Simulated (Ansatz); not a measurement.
# Sn: the cost of one run

Program: Ansatz 0.2.0. Level of theory: DFT PBE, scalar-relativistic, plane waves, PAW. These are calculated values, not measurements.

### Step 1. The system as given

It takes space group Fd-3m (No. 227, cubic). The conventional cell has a = 6.491 Å, b = 6.491 Å, c = 6.491 Å, α = 90.00°, β = 90.00°, γ = 90.00°. Sn (site symmetry -43m) has 4 Sn at 2.81 Å as nearest neighbours.

As a file:

```
Sn
1.0
     0.00000    3.24560    3.24560
     3.24560    0.00000    3.24560
     3.24560    3.24560    0.00000
Sn
2
Direct
  0.50000 0.50000 0.50000
  0.75000 0.75000 0.75000
```

No relaxation comes first: the listed cell is the starting point.

### Step 2. The reference: the undisturbed cell on the scan's mesh

The input, input.yaml:

```yaml
crystal:
  lattice:
    - [0.0, 3.2456, 3.2456]
    - [3.2456, 0.0, 3.2456]
    - [3.2456, 3.2456, 0.0]
  atoms:
    - { symbol: Sn, position: [0.5, 0.5, 0.5] }
    - { symbol: Sn, position: [0.75, 0.75, 0.75] }
basis:
  ecutwfc: 420
kpoints:
  mp_grid: { grid: [14, 14, 14] }
hamiltonian:
  xc: pbe
scf:
  occupations: { method: gaussian, width: 0.15 }
output:
  forces: true
  stress: true
  eigenvalues: true
  write_density: true
  write_potential: true
  elf: true
  volumetric_format: npy
```

Run with:

```sh
$ ansatz run input.yaml --threads 1 --pin off --max-ram 2560MiB --backend cpu --events-out ev --progress --plain --runs-dir out
```

**Question.** How long does this run take on 1 thread of Intel Xeon Platinum 8259CL at 2.50GHz (Skylake/Cascade Lake), shared host, and how much memory does it need?

About 11 s, with a peak of 0.46 GiB.
